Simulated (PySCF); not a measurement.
# C₆H₁₀O₂: magnetic properties

Aim: compute the magnetic properties of C₆H₁₀O₂ (`C/C=C\CC(=O)OC`).

Computed with PySCF 2.14.0 and routines of our own; the level stands in each step. Atoms count from 0.

## 1. The system as given

18 atoms, charge 0, multiplicity 1; geometry from: GFN2-xTB.

## 2. Magnetic properties: GIAO wB97X-D/pcSseg-1

Job settings and geometry (Å):

```
{"job": {"kind": "mag", "xc": "wB97X-D", "basis": "pcSseg-1", "isotopologues": 2}, "charge": 0, "multiplicity": 1}
C      2.459289     0.766446     0.180358
C      1.945202    -0.634732     0.259111
C      0.957420    -1.134955    -0.468018
C      0.175204    -0.363274    -1.499846
C     -0.930526     0.371472    -0.773517
O     -0.862961     1.504949    -0.377035
O     -1.988122    -0.427502    -0.598029
C     -3.092338     0.081188     0.138824
H      1.666743     1.461987    -0.079453
H      3.245710     0.836581    -0.572722
H      2.886417     1.064433     1.134680
H      2.450556    -1.282575     0.963355
H      0.641178    -2.157575    -0.320017
H     -0.265027    -1.047781    -2.222988
H      0.809454     0.364861    -2.003244
H     -3.170731    -0.471252     1.075989
H     -3.991974    -0.069169    -0.457026
H     -2.944254     1.143215     0.343163
```

With the program's defaults for keys left out, this is: GIAO wB97X-D/pcSseg-1 magnetisability, rotational g tensor and spin-rotation constants, non-relativistic, gas phase.

On the command line:

```
$ OMP_NUM_THREADS=1 python excited_run.py task.json out
```

One launch serves the whole session: the jobs run in the order shown.

Output:

```text
coarse grid: 14888 points
cycle   1  E = -384.6823822672  dE =  1.394e+00  |g| = 9.440e-01  |ddm| = 3.636e+00
cycle   2  E = -384.5726362930  dE =  1.097e-01  |g| = 1.283e+00  |ddm| = 1.309e+00
cycle   3  E = -384.8496913999  dE = -2.771e-01  |g| = 1.489e-01  |ddm| = 7.953e-01
cycle   4  E = -384.8530022591  dE = -3.311e-03  |g| = 7.064e-02  |ddm| = 1.167e-01
cycle   5  E = -384.8538428465  dE = -8.406e-04  |g| = 1.199e-02  |ddm| = 4.374e-02
cycle   6  E = -384.8538767522  dE = -3.391e-05  |g| = 3.721e-03  |ddm| = 1.316e-02
cycle   7  E = -384.8538809584  dE = -4.206e-06  |g| = 9.874e-04  |ddm| = 4.563e-03
final grid: 143384 points
cycle   8  E = -384.9244058395  dE = -2.459e-04  |g| = 4.500e-03  |ddm| = 4.482e-02
cycle   9  E = -384.9244104896  dE = -4.650e-06  |g| = 2.708e-03  |ddm| = 7.980e-03
cycle  10  E = -384.9244119922  dE = -1.503e-06  |g| = 7.554e-04  |ddm| = 2.230e-03
cycle  11  E = -384.9244121222  dE = -1.300e-07  |g| = 3.576e-04  |ddm| = 9.427e-04
cycle  12  E = -384.9244121459  dE = -2.367e-08  |g| = 6.477e-05  |ddm| = 2.753e-04
cycle  13  E = -384.9244121475  dE = -1.575e-09  |g| = 2.627e-05  |ddm| = 1.107e-04
cycle  14  E = -384.9244121476  dE = -1.822e-10  |g| = 1.599e-05  |ddm| = 4.428e-05
converged SCF energy = -384.9244121476

Magnetisability tensor (1e-30 J/T^2)
    -1183.25       78.75       60.44
       78.75    -1054.52       -2.68
       60.44       -2.68    -1224.15
isotropic -1153.97   principal values   -1279.26  -1168.32  -1014.35
isotropic susceptibility -69.494 1e-6 cm^3/mol

Inertial axes            a          b          c
rot. const./GHz      4.0993     1.1778     1.0676
chi total           -71.313    -63.642    -73.527
chi diamagnetic    -405.330  -1149.224  -1251.849
chi paramagnetic    334.017   1085.582   1178.322
quadrupole/D A        8.520     -9.088      0.568
g nuclear            0.6110     0.5929     0.5860
g electronic        -0.6432    -0.6007    -0.5910
g total             -0.0322    -0.0078    -0.0049

Spin-rotation constants (kHz, H = +C I.J)
atom  isotope        aa         bb         cc
  8     1H       -0.097     -0.064     -0.093
  9     1H       -0.181     -0.130     -0.039
 10     1H       -0.343     -0.089     -0.035
 11     1H       -0.193     -0.081      0.004
 12     1H       -0.403      0.071     -0.083
 13     1H       -0.351     -0.025     -0.073
 14     1H       -0.257     -0.081     -0.040
 15     1H       -0.429     -0.107      0.032
 16     1H        0.025     -0.110     -0.083
 17     1H       -0.366      0.070     -0.105
  0    13C*       0.597      0.148      0.144
  1    13C*       1.124      0.462      0.336
  2    13C*       1.006      0.457      0.323
  3    13C*       0.686      0.206      0.187
  4    13C*       1.996      0.404      0.341
  5    17O*      -1.729     -0.669     -0.169
  6    17O*      -0.779     -0.299     -0.156
  7    13C*       0.685      0.259      0.192
* in the singly substituted isotopologue

Isotopologues: g along a, b, c
2H    at 8,9,10,11,12,1    -0.0267    -0.0065    -0.0043
13C   at 0                 -0.0321    -0.0076    -0.0048
```

Wall time 71 s (1 thread of Arm Neoverse N1, shared host); peak memory 0.86 GiB.

Key values:

```tsv
quantity	value
magnetisability	-1154·10⁻³⁰ J/T²
molar susceptibility	-69.5·10⁻⁶ cm³/mol
rotational g (a, b, c)	-0.0322, -0.0078, -0.0049
```

## 3. Magnetic properties: GIAO X3LYP/pcseg-1

Settings changed since step 2:

```diff
@@ -1,2 +1,2 @@
-{"job": {"kind": "mag", "xc": "wB97X-D", "basis": "pcSseg-1", "isotopologues": 2}, "charge": 0, "multiplicity": 1}
+{"job": {"kind": "mag", "xc": "X3LYP", "basis": "pcseg-1", "scf": {"max_cycle": 1}}, "charge": 0, "multiplicity": 1}
 C      2.459289     0.766446     0.180358
```

With the program's defaults for keys left out, this is: GIAO X3LYP/pcseg-1 magnetisability, rotational g tensor and spin-rotation constants, non-relativistic, gas phase.

Output:

```text
final grid: 143384 points
cycle   1  E = -384.6959352934  dE =  1.119e+00  |g| = 8.835e-01  |ddm| = 4.145e+00
SCF not converged, last energy = -384.6959352934
```

Run time: 5.4 s. Hardware: 1 thread of Arm Neoverse N1, shared host; peak memory 0.61 GiB.

Why it failed: The cap of 1 cycle ended the SCF at a gradient of 8.8e-01. The remedy is to raise the cap. Numbers printed on the way are no properties of the molecule.

## 4. Outcome

| quantity | value |
| --- | --- |
| magnetisability (step 2, GIAO wB97X-D/pcSseg-1) | -1154·10⁻³⁰ J/T² |
| molar susceptibility (step 2, GIAO wB97X-D/pcSseg-1) | -69.5·10⁻⁶ cm³/mol |
| rotational g (a, b, c) (step 2, GIAO wB97X-D/pcSseg-1) | -0.0322, -0.0078, -0.0049 |
| runs | 1 failed, 0 ended on unsound input |

The values above hold for this geometry and these levels alone. Vibrational averaging and real surroundings are missing from these values.
